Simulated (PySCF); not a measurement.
# A diatomic session: ZnAs

The task here is to estimate one member of a computed series from the others.

Computed with PySCF 2.14.0. Level: Zn cc-pVDZ-PP with ECP10, As cc-pVDZ-PP with ECP10, scalar-relativistic core potentials.

1 further run of the same task is left out (it didn't finish).

Set-up of the first run:

The job is set up so:

```
atoms                         : Zn, As
charge                        : 0
basis                         : Zn cc-pVDZ-PP with ECP10, As cc-pVDZ-PP with ECP10
Hamiltonian                   : scalar-relativistic core potentials
basis functions               : 61
electrons treated             : 43
masses in u                   : 63.9291, 74.9216
levels                        : PBE0, PBE, r²SCAN, B2PLYP, B97-3, M06-2X, HF, MP2, SCS-MP2
grid                          : 80 radial by 434 angular points
occupations                   : held fixed by the projection of orbital angular momentum
dissociation limit            : Zn + As, each in its ground configuration
starting distance in angstrom : 2.365
values of 2S to try           : 1, 3
```

On the command line:

```bash
> OMP_NUM_THREADS=1 python dia.py task.json out
```

Among the steps run: The job; The PBE0 curve of the state that the search chose; Higher solutions at PBE0; PBE (GGA); r²SCAN; B2PLYP; B97-3; M06-2X (hybrid meta-GGA); ROHF (mean field).

One table of the session follows, with a row left open; its other results are not shown here.

| level | Re (Å) | ωe (cm⁻¹) | De (eV) | μ (D) |
| --- | --- | --- | --- | --- |
| PBE | 2.576 | 148.8 | 0.427 | -0.09 |
| r²SCAN | 2.490 | 177.6 | 0.53 | -0.32 |
| PBE0 | 2.557 | 153.7 | 0.366 | -0.34 |
| B97-3 | 2.645 | 127.9 | 0.264 | -0.35 |
| M06-2X | ? | ? | ? | ? |
| B2PLYP | 2.606 | 129.4 | 0.172 | -0.40 |

Estimate the missing values for M06-2X.

**Answer.** Re (Å): 2.634; ωe (cm⁻¹): 137.8; De (eV): 0.310; μ (D): -0.40. In the column «Re (Å)» it lies between B2PLYP (2.606) and B97-3 (2.645).

De is counted to Zn + As in their ground configurations. No constants: ROHF (no minimum is bracketed among the points kept); ROHF-SCS-MP2 (no minimum is bracketed among the points kept).
